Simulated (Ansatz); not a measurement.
**Cl₂H₂N₂W: single points with varied inputs**

How do the results and run time of Cl₂H₂N₂W respond when the settings are drawn wide?

Method: the settings change from run to run; program: Ansatz 0.2.0, Gaussian basis.

**1. The relaxed structure**

The structure was relaxed beforehand with PBE0-D4 in a triple-zeta def2 set. W takes a core potential in def2 sets; no spin-orbit term is included.

SMILES `[NH]=[W](=[NH])([Cl])[Cl]`, 7 atoms, charge 0, spin multiplicity 1.

Atoms are counted from 1 here; the program's logs count them from 0.

Bond lengths: N1–W2 1.737 Å, N1–H6 1.009 Å, W2–N3 1.737 Å, W2–Cl4 2.277 Å, W2–Cl5 2.277 Å, N3–H7 1.009 Å. Angles: W2–N1–H6 155.0°, N1–W2–N3 110.1°, N1–W2–Cl4 107.8°, N1–W2–Cl5 107.8°, N3–W2–Cl4 107.8°, N3–W2–Cl5 107.8°, Cl4–W2–Cl5 115.6°, W2–N3–H7 155.0°.

**2. wB97/def2-SVPD**

This run has multiplicity 3, density fitting with def2-universal-jkfit, high accuracy.

in.yaml reads:

```yaml
crystal:
  periodic: [false, false, false]
  atoms:
    - {symbol: N, position_ang: [-0.887960, -1.163692, -0.413590]}
    - {symbol: W, position_ang: [0.460578, -0.117436, -0.088918]}
    - {symbol: N, position_ang: [-0.098432, 1.383785, 0.583782]}
    - {symbol: Cl, position_ang: [1.770703, -1.134407, 1.471678]}
    - {symbol: Cl, position_ang: [1.476533, 0.344725, -2.073947]}
    - {symbol: H, position_ang: [-1.864584, -1.415618, -0.437744]}
    - {symbol: H, position_ang: [-0.795538, 2.034543, 0.913039]}
basis:
  gaussian: {orbitals: def2-SVPD, fitting: {mean_field: def2-universal-jkfit}}
magnetization: {spin_polarized: true, initial_magnetization: 2}
hamiltonian: {xc: {name: wB97}}
accuracy: high
output: {forces: true}
```

The run is started by

```sh
> ansatz run in.yaml --threads 4 --pin off --events-out ev --progress --plain --max-ram 10444MiB
```

The log of the run (excerpt; [...] marks lines left out):

```text
Functional definition: wB97
  name "wB97"
  cite "Chai & Head-Gordon, J. Chem. Phys. 128, 084106 (2008) doi:10.1063/1.2834918"
  cite "Becke, J. Chem. Phys. 107, 8554 (1997) doi:10.1063/1.475007"
[...]
  # The coefficients of nought are those of the uniform gas.
[...]
      + integral(e_c_pw_opposite_spin*poly(b97_u_opposite, 1, cos1, cos2, cos3, cos4))
673 factors; integrals over basis functions are off by at most 1.7e-1 eV
673 factors; integrals over basis functions are off by at most 8.2e-4 eV
[...]
mean field -29873.40133797 eV, -1097.8272502517 hartree, gradient 2.9e-8 eV, S^2 2.044587; 6 other end points of the search recorded, 0 dependent functions left out
[...]
reference -29873.40133679 eV, -1097.8272502083 hartree; 33, 31 occupied and 112, 114 virtual orbitals, 673 factors
Total energy: -29873.40133679 eV, -1097.8272502083 hartree
Atom 0 at    -0.887960    -1.163692    -0.413590 Å, force    -3.454810    -0.557562     0.054041 eV/Å
Atom 1 at     0.460578    -0.117436    -0.088918 Å, force     4.515575    -1.466146    -0.986252 eV/Å
Atom 2 at    -0.098432     1.383785     0.583782 Å, force    -2.805010     2.423807     1.243870 eV/Å
Atom 3 at     1.770703    -1.134407     1.471678 Å, force     0.781733    -0.418046     0.459855 eV/Å
Atom 4 at     1.476533     0.344725    -2.073947 Å, force     0.683538     0.075993    -0.724119 eV/Å
Atom 5 at    -1.864584    -1.415618    -0.437744 Å, force    -0.110631    -0.848639    -0.344902 eV/Å
Atom 6 at    -0.795538     2.034543     0.913039 Å, force     0.389604     0.790593     0.297506 eV/Å
Dipole moment:    -0.878874     0.231392     0.169382 e Å
```

Run time: 6.9 min. Hardware: 4 threads of Arm Neoverse V1, shared host; peak memory 1.3 GiB.

Largest force 4.849 eV/Å, dipole 4.44 D, ⟨S²⟩ 2.045.

**3. B2GP-PLYP/def2-mTZVPP**

Set apart from the defaults: charge -1, multiplicity 2, atoms shaken by 0.15 Å, high accuracy.

in.yaml reads:

```yaml
crystal:
  periodic: [false, false, false]
  atoms:
    - {symbol: N, position_ang: [-1.033179, -0.732514, -0.450934]}
    - {symbol: W, position_ang: [0.417381, -0.200982, 0.062968]}
    - {symbol: N, position_ang: [0.087386, 1.255273, 0.816958]}
    - {symbol: Cl, position_ang: [1.979710, -1.066045, 1.379364]}
    - {symbol: Cl, position_ang: [1.291506, 0.461939, -2.514697]}
    - {symbol: H, position_ang: [-1.949846, -1.517461, -0.353893]}
    - {symbol: H, position_ang: [-1.066121, 2.106791, 0.994560]}
basis:
  gaussian: {orbitals: def2-mTZVPP}
total_charge: -1
magnetization: {spin_polarized: true, initial_magnetization: 1}
hamiltonian: {xc: {name: B2GP-PLYP}}
accuracy: high
```

Same command.

The log of the run (excerpt; [...] marks lines left out):

```text
Functional definition: B2GP-PLYP
  name "B2GP-PLYP"
  cite "Karton, Tarnopolsky, Lamère, Schatz & Martin, J. Phys. Chem. A 112, 12868 (2008) doi:10.1021/jp801805p"
  cite "Becke, Phys. Rev. A 38, 3098 (1988) doi:10.1103/PhysRevA.38.3098"
  cite "Lee, Yang & Parr, Phys. Rev. B 37, 785 (1988) doi:10.1103/PhysRevB.37.785"
[...]
2823 factors; integrals over basis functions are off by at most 2.0e-8 eV
[...]
mean field -29854.35248504 eV, -1097.1272178182 hartree, gradient 6.5e-8 eV, S^2 0.770612; 4 other end points of the search recorded, 0 dependent functions left out
12 core orbitals not correlated: weight in the atoms' cores, before any rotation towards them, 1.000 or more for the frozen orbitals, at most 0.000 for the correlated occupied ones
reference -29854.35250553 eV, -1097.1272185714 hartree; 21, 20 occupied and 115, 116 virtual orbitals, 2823 factors
second order -34.23472084 eV of doubles, -0.00000000 eV of singles
Total energy: -29866.67700503 eV, -1097.5801355742 hartree
```

Wall time 30 s (4 threads of Arm Neoverse V1, shared host); peak memory 1 GiB.

⟨S²⟩ 0.771.

**4. SPW92/def2-mTZVP**

Options: high accuracy.

in.yaml reads:

```yaml
crystal:
  periodic: [false, false, false]
  atoms:
    - {symbol: N, position_ang: [-0.887960, -1.163692, -0.413590]}
    - {symbol: W, position_ang: [0.460578, -0.117436, -0.088918]}
    - {symbol: N, position_ang: [-0.098432, 1.383785, 0.583782]}
    - {symbol: Cl, position_ang: [1.770703, -1.134407, 1.471678]}
    - {symbol: Cl, position_ang: [1.476533, 0.344725, -2.073947]}
    - {symbol: H, position_ang: [-1.864584, -1.415618, -0.437744]}
    - {symbol: H, position_ang: [-0.795538, 2.034543, 0.913039]}
basis:
  gaussian: {orbitals: def2-mTZVP}
hamiltonian: {xc: {name: SPW92}}
accuracy: high
```

Same command.

The log of the run:

```text
Functional definition: SPW92
  name "SPW92"
  cite "Dirac, Proc. Camb. Phil. Soc. 26, 376 (1930) doi:10.1017/S0305004100016108"
  cite "Slater, Phys. Rev. 81, 385 (1951) doi:10.1103/PhysRev.81.385"
  cite "Perdew & Wang, Phys. Rev. B 45, 13244 (1992) doi:10.1103/PhysRevB.45.13244"
  exchange = slater_x
  correlation = pw_c
2378 factors; integrals over basis functions are off by at most 2.2e-8 eV
mean field evaluation 1: about -29755.4571 eV, gradient 1.2e2 eV
mean field evaluation 2: about -29507.1912 eV, gradient 2.9e2 eV
mean field evaluation 4: about -29774.7880 eV, gradient 5.3e1 eV
mean field evaluation 8: about -29781.5541 eV, gradient 4.3e-1 eV
mean field evaluation 16: about -29781.5425 eV, gradient 6.2e-4 eV
mean field -29781.54245480 eV, -1094.4514985595 hartree, gradient 3.4e-8 eV, S^2 0.000000; 0 other end points of the search recorded, 0 dependent functions left out
reference -29781.54245828 eV, -1094.4514986875 hartree; 32, 32 occupied and 92, 92 virtual orbitals, 2378 factors
Total energy: -29781.54245828 eV, -1094.4514986875 hartree
```

Run time: 2.9 s. Hardware: 4 threads of Arm Neoverse V1, shared host; peak memory 0.37 GiB.

**5. revPBE/def2-SVPD**

Set apart from the defaults: multiplicity 3, density fitting with def2-universal-jkfit, relativity set to none.

in.yaml, as its differences from that of step 4:

```diff
@@ -11,4 +11,5 @@
 basis:
-  gaussian: {orbitals: def2-mTZVP}
-hamiltonian: {xc: {name: SPW92}}
-accuracy: high
+  gaussian: {orbitals: def2-SVPD, fitting: {mean_field: def2-universal-jkfit}}
+magnetization: {spin_polarized: true, initial_magnetization: 2}
+hamiltonian: {xc: {name: revPBE}, pseudopotentials: {relativity: none}}
+output: {forces: true}
```

Launched as before.

The log of the run (excerpt; [...] marks lines left out):

```text
Functional definition: revPBE
  name "revPBE"
  cite "Zhang & Yang, Phys. Rev. Lett. 80, 890 (1998) doi:10.1103/PhysRevLett.80.890"
  cite "Perdew, Burke & Ernzerhof, Phys. Rev. Lett. 77, 3865 (1996) doi:10.1103/PhysRevLett.77.3865"
[...]
673 factors; integrals over basis functions are off by at most 1.7e-1 eV
[...]
mean field -29871.40277169 eV, -1097.7538042955 hartree, gradient 9.5e-6 eV, S^2 2.006825; 8 other end points of the search recorded, 0 dependent functions left out
[...]
reference -29871.40284194 eV, -1097.7538068773 hartree; 33, 31 occupied and 112, 114 virtual orbitals, 673 factors
Total energy: -29871.40284194 eV, -1097.7538068773 hartree
Atom 0 at    -0.887960    -1.163692    -0.413590 Å, force    -3.448506    -1.554313    -0.362391 eV/Å
Atom 1 at     0.460578    -0.117436    -0.088918 Å, force     4.014010    -0.956971    -0.732135 eV/Å
Atom 2 at    -0.098432     1.383785     0.583782 Å, force    -2.076299     2.871528     1.370208 eV/Å
Atom 3 at     1.770703    -1.134407     1.471678 Å, force     1.048555    -0.645246     0.817985 eV/Å
Atom 4 at     1.476533     0.344725    -2.073947 Å, force     0.883614     0.184414    -1.170556 eV/Å
Atom 5 at    -1.864584    -1.415618    -0.437744 Å, force    -0.446837    -0.712262    -0.260112 eV/Å
Atom 6 at    -0.795538     2.034543     0.913039 Å, force     0.025463     0.812850     0.337001 eV/Å
Dipole moment:    -0.734840     0.175189     0.133989 e Å
```

Wall time 15 s (4 threads of Arm Neoverse V1, shared host); peak memory 0.33 GiB.

Largest force 4.191 eV/Å, dipole 3.69 D, ⟨S²⟩ 2.007.

**6. B97/def2-mTZVPP**

Set apart from the defaults: charge -1, multiplicity 2, restricted open-shell orbitals, a point charge of 0.50 e beside it, relativity set to none.

in.yaml, as its differences from that of step 5:

```diff
@@ -11,5 +11,6 @@
 basis:
-  gaussian: {orbitals: def2-SVPD, fitting: {mean_field: def2-universal-jkfit}}
-magnetization: {spin_polarized: true, initial_magnetization: 2}
-hamiltonian: {xc: {name: revPBE}, pseudopotentials: {relativity: none}}
+  gaussian: {orbitals: def2-mTZVPP, point_charges: [{charge: 0.50, position_ang: [5.821, 0.104, 0.184]}]}
+total_charge: -1
+magnetization: {spin_polarized: false, initial_magnetization: 1}
+hamiltonian: {xc: {name: B97}, pseudopotentials: {relativity: none}}
 output: {forces: true}
```

The command is unchanged.

The log of the run (excerpt; [...] marks lines left out):

```text
Functional definition: B97
  name "B97"
  cite "Becke, J. Chem. Phys. 107, 8554 (1997) doi:10.1063/1.475007"
[...]
      + integral(e_c_pw_opposite_spin*poly(b97_u_opposite, cos0, cos1, cos2))
1328 factors; their error is unknown
[...]
mean field -29887.06012103 eV, -1098.3292012710 hartree, gradient 6.0e-5 eV, S^2 0.750000; 2 other end points of the search recorded, 0 dependent functions left out
[...]
reference -29887.06014412 eV, -1098.3292021195 hartree; 33, 32 occupied and 115, 116 virtual orbitals, 1328 factors
Total energy: -29887.06014412 eV, -1098.3292021195 hartree
Atom 0 at    -0.887960    -1.163692    -0.413590 Å, force    -1.846569    -1.899332    -0.631856 eV/Å
Atom 1 at     0.460578    -0.117436    -0.088918 Å, force    -1.123661     0.247633     0.130058 eV/Å
Atom 2 at    -0.098432     1.383785     0.583782 Å, force    -0.478351     2.518790     1.099210 eV/Å
Atom 3 at     1.770703    -1.134407     1.471678 Å, force     1.993303    -1.146739     1.518631 eV/Å
Atom 4 at     1.476533     0.344725    -2.073947 Å, force     1.618073     0.355773    -2.076994 eV/Å
Atom 5 at    -1.864584    -1.415618    -0.437744 Å, force     0.057278    -0.042895    -0.024301 eV/Å
Atom 6 at    -0.795538     2.034543     0.913039 Å, force     0.060413     0.000891    -0.006958 eV/Å
Dipole moment:    -0.736227     0.126223     0.086061 e Å
```

It took 16 s on 4 threads of Arm Neoverse V1, shared host; peak memory 0.8 GiB.

Largest force 2.790 eV/Å.

**7. SPW92/def2-mTZVPP**

in.yaml, as its differences from that of step 6:

```diff
@@ -11,6 +11,3 @@
 basis:
-  gaussian: {orbitals: def2-mTZVPP, point_charges: [{charge: 0.50, position_ang: [5.821, 0.104, 0.184]}]}
-total_charge: -1
-magnetization: {spin_polarized: false, initial_magnetization: 1}
-hamiltonian: {xc: {name: B97}, pseudopotentials: {relativity: none}}
-output: {forces: true}
+  gaussian: {orbitals: def2-mTZVPP}
+hamiltonian: {xc: {name: SPW92}}
```

Launched as before.

The log of the run:

```text
Functional definition: SPW92
  name "SPW92"
  cite "Dirac, Proc. Camb. Phil. Soc. 26, 376 (1930) doi:10.1017/S0305004100016108"
  cite "Slater, Phys. Rev. 81, 385 (1951) doi:10.1103/PhysRev.81.385"
  cite "Perdew & Wang, Phys. Rev. B 45, 13244 (1992) doi:10.1103/PhysRevB.45.13244"
  exchange = slater_x
  correlation = pw_c
1290 factors; their error is unknown
mean field evaluation 1: about -29758.2218 eV, gradient 1.1e2 eV
mean field evaluation 2: about -29523.4882 eV, gradient 2.8e2 eV
mean field evaluation 4: about -29775.7636 eV, gradient 5.0e1 eV
mean field evaluation 8: about -29781.8581 eV, gradient 5.3e-1 eV
mean field evaluation 16: about -29781.8388 eV, gradient 1.3e-3 eV
mean field -29781.83881436 eV, -1094.4623895722 hartree, gradient 1.8e-5 eV, S^2 0.000000; 0 other end points of the search recorded, 0 dependent functions left out
reference -29781.83884810 eV, -1094.4623908123 hartree; 32, 32 occupied and 116, 116 virtual orbitals, 1290 factors
Total energy: -29781.83884810 eV, -1094.4623908123 hartree
```

Run time: 1 s. Hardware: 4 threads of Arm Neoverse V1, shared host.

**8. SPW92/ANO-RCC-VTZP**

Options: a grid of angular degree 23.

in.yaml, as its differences from that of step 7:

```diff
@@ -11,3 +11,4 @@
 basis:
-  gaussian: {orbitals: def2-mTZVPP}
+  gaussian: {orbitals: ANO-RCC-VTZP, final_grid: {core_spheres: 8, valence_spheres: 7, degree: 23}}
 hamiltonian: {xc: {name: SPW92}}
+output: {forces: true}
```

Launched as before.

The log of the run (excerpt; [...] marks lines left out):

```text
Functional definition: SPW92
  name "SPW92"
  cite "Dirac, Proc. Camb. Phil. Soc. 26, 376 (1930) doi:10.1017/S0305004100016108"
  cite "Slater, Phys. Rev. 81, 385 (1951) doi:10.1103/PhysRev.81.385"
  cite "Perdew & Wang, Phys. Rev. B 45, 13244 (1992) doi:10.1103/PhysRevB.45.13244"
[...]
2224 factors; their error is unknown
[...]
mean field -467097.06300838 eV, -17165.5004557973 hartree, gradient 5.0e-5 eV, S^2 0.000000; 0 other end points of the search recorded, 0 dependent functions left out
[...]
reference -467097.06307102 eV, -17165.5004580990 hartree; 62, 62 occupied and 198, 198 virtual orbitals, 2224 factors
Total energy: -467097.06307102 eV, -17165.5004580990 hartree
Relativity: scalar
Atom 0 at    -0.887960    -1.163692    -0.413590 Å, force     0.681628     0.255783     0.050295 eV/Å
Atom 1 at     0.460578    -0.117436    -0.088918 Å, force     0.341944    -0.081745    -0.062420 eV/Å
Atom 2 at    -0.098432     1.383785     0.583782 Å, force     0.439962    -0.523230    -0.254993 eV/Å
Atom 3 at     1.770703    -1.134407     1.471678 Å, force    -0.355390     0.264612    -0.394711 eV/Å
Atom 4 at     1.476533     0.344725    -2.073947 Å, force    -0.280173    -0.112905     0.510703 eV/Å
Atom 5 at    -1.864584    -1.415618    -0.437744 Å, force    -0.478934    -0.110770    -0.006467 eV/Å
Atom 6 at    -0.795538     2.034543     0.913039 Å, force    -0.349038     0.308255     0.157593 eV/Å
Dipole moment:    -0.508639     0.121166     0.092707 e Å
```

It took 9.5 s on 4 threads of Arm Neoverse V1, shared host; peak memory 0.85 GiB.

Largest force 0.730 eV/Å, dipole 2.55 D.

**9. wB97/x2c-TZVPPall**

Set apart from the defaults: unrestricted orbitals, a grid of angular degree 47.

in.yaml, as its differences from that of step 8:

```diff
@@ -11,4 +11,4 @@
 basis:
-  gaussian: {orbitals: ANO-RCC-VTZP, final_grid: {core_spheres: 8, valence_spheres: 7, degree: 23}}
-hamiltonian: {xc: {name: SPW92}}
-output: {forces: true}
+  gaussian: {orbitals: x2c-TZVPPall, final_grid: {core_spheres: 20, valence_spheres: 16, degree: 47}}
+magnetization: {spin_polarized: true, initial_magnetization: 0}
+hamiltonian: {xc: {name: wB97}}
```

The command is unchanged.

The log of the run (excerpt; [...] marks lines left out):

```text
Functional definition: wB97
  name "wB97"
  cite "Chai & Head-Gordon, J. Chem. Phys. 128, 084106 (2008) doi:10.1063/1.2834918"
  cite "Becke, J. Chem. Phys. 107, 8554 (1997) doi:10.1063/1.475007"
[...]
  # The coefficients of nought are those of the uniform gas.
[...]
      + integral(e_c_pw_opposite_spin*poly(b97_u_opposite, 1, cos1, cos2, cos3, cos4))
1813 factors; their error is unknown
341 factors; integrals over basis functions are off by at most 2.7e-4 eV
[...]
mean field -467540.84502415 eV, -17181.8091440703 hartree, gradient 7.8e-5 eV, S^2 0.000000; 0 other end points of the search recorded, 0 dependent functions left out
reference -467540.84500940 eV, -17181.8091435285 hartree; 62, 62 occupied and 209, 209 virtual orbitals, 1813 factors
Total energy: -467540.84500940 eV, -17181.8091435285 hartree
Relativity: scalar
```

It took 21 s on 4 threads of Arm Neoverse V1, shared host; peak memory 1 GiB.

⟨S²⟩ 0.000.

**10. wPBEh/def2-TZVP**

Options: atoms shaken by 0.15 Å, finite nuclei.

in.yaml reads:

```yaml
crystal:
  periodic: [false, false, false]
  atoms:
    - {symbol: N, position_ang: [-0.992883, -1.191785, -0.474349]}
    - {symbol: W, position_ang: [0.453104, -0.429464, -0.164669]}
    - {symbol: N, position_ang: [0.037388, 1.412200, 0.960221]}
    - {symbol: Cl, position_ang: [1.678416, -0.890879, 1.341711]}
    - {symbol: Cl, position_ang: [1.355981, 0.256543, -2.347063]}
    - {symbol: H, position_ang: [-1.773721, -1.472163, -0.281863]}
    - {symbol: H, position_ang: [-0.749729, 2.175683, 1.035784]}
basis:
  gaussian: {orbitals: def2-TZVP, nuclear_model: gaussian}
hamiltonian: {xc: {name: wPBEh}}
output: {forces: true}
```

The command is unchanged.

The log of the run (excerpt; [...] marks lines left out):

```text
Functional definition: wPBEh
  name "wPBEh"
  cite "Heyd, Scuseria & Ernzerhof, J. Chem. Phys. 118, 8207 (2003) doi:10.1063/1.1564060"
  cite "Krukau, Vydrov, Izmaylov & Scuseria, J. Chem. Phys. 125, 224106 (2006) doi:10.1063/1.2404663"
  cite "Heyd & Scuseria, J. Chem. Phys. 120, 7274 (2004) doi:10.1063/1.1668634"
  cite "Ernzerhof & Perdew, J. Chem. Phys. 109, 3313 (1998) doi:10.1063/1.476928"
  cite "Perdew, Burke & Ernzerhof, Phys. Rev. Lett. 77, 3865 (1996) doi:10.1103/PhysRevLett.77.3865"
  parent pbe
[...]
1334 factors; their error is unknown
92 factors; integrals over basis functions are off by at most 3.1e-7 eV
[...]
mean field -29874.10243392 eV, -1097.8530150525 hartree, gradient 6.2e-5 eV, S^2 0.000000; 0 other end points of the search recorded, 0 dependent functions left out
[...]
reference -29874.10247411 eV, -1097.8530165297 hartree; 32, 32 occupied and 156, 156 virtual orbitals, 1334 factors
Total energy: -29874.10247411 eV, -1097.8530165297 hartree
Atom 0 at    -0.992883    -1.191785    -0.474349 Å, force     7.574145     1.596215    -2.474449 eV/Å
Atom 1 at     0.453104    -0.429464    -0.164669 Å, force    -2.408105    12.301054    -4.108988 eV/Å
Atom 2 at     0.037388     1.412200     0.960221 Å, force     0.032110    -2.829009    -3.274454 eV/Å
Atom 3 at     1.678416    -0.890879     1.341711 Å, force     5.449454    -3.557376     6.345434 eV/Å
Atom 4 at     1.355981     0.256543    -2.347063 Å, force    -0.623629    -0.752785     1.868348 eV/Å
Atom 5 at    -1.773721    -1.472163    -0.281863 Å, force   -11.271614    -4.285055     2.289560 eV/Å
Atom 6 at    -0.749729     2.175683     1.035784 Å, force     1.247639    -2.473043    -0.645451 eV/Å
Dipole moment:    -0.310449    -0.523342     0.320247 e Å
```

Run time: 4.6 s. Hardware: 4 threads of Arm Neoverse V1, shared host; peak memory 0.54 GiB.

Largest force 13.191 eV/Å, dipole 3.30 D.

**11. All runs side by side**

```csv
level,charge,multiplicity,geometry,functions,energy (eV),time
wB97/def2-SVPD,0,3,relaxed,145,-29873.401,6.9 min
B2GP-PLYP/def2-mTZVPP,-1,2,shaken,148,-29866.677,30 s
SPW92/def2-mTZVP,0,1,relaxed,124,-29781.542,2.9 s
revPBE/def2-SVPD,0,3,relaxed,145,-29871.403,15 s
B97/def2-mTZVPP,-1,2,"relaxed, point charge",148,-29887.060,16 s
SPW92/def2-mTZVPP,0,1,relaxed,148,-29781.839,1 s
SPW92/ANO-RCC-VTZP,0,1,relaxed,260,-467097.063,9.5 s
wB97/x2c-TZVPPall,0,1,relaxed,271,-467540.845,21 s
wPBEh/def2-TZVP,0,1,shaken,188,-29874.102,4.6 s
```

**12. Outcome**

```
                                         quantity                    value
                                             runs                        9
                                         quickest   SPW92/def2-mTZVPP, 1 s
                                          slowest  wB97/def2-SVPD, 6.9 min
spread of total energies, same state and geometry              437759.3 eV
```

What this shows: wB97/def2-SVPD took 412 times as long as SPW92/def2-mTZVPP. The jobs differ in tasks and options as well as level. Total energies at one charge and spin differ by 437759 eV between levels, so only differences within one level mean anything. Some of these runs are scalar-relativistic and others not, which shifts the totals of all-electron atoms past neon by eV; core potentials, where a basis has them, take the core out of the total altogether. At the PBE0-D4/def2-TZVP geometry and in the same state, runs without warnings or point charges leave forces up to 0.73 eV/Å (SPW92/ANO-RCC-VTZP), against 13.2 eV/Å where the atoms were moved.
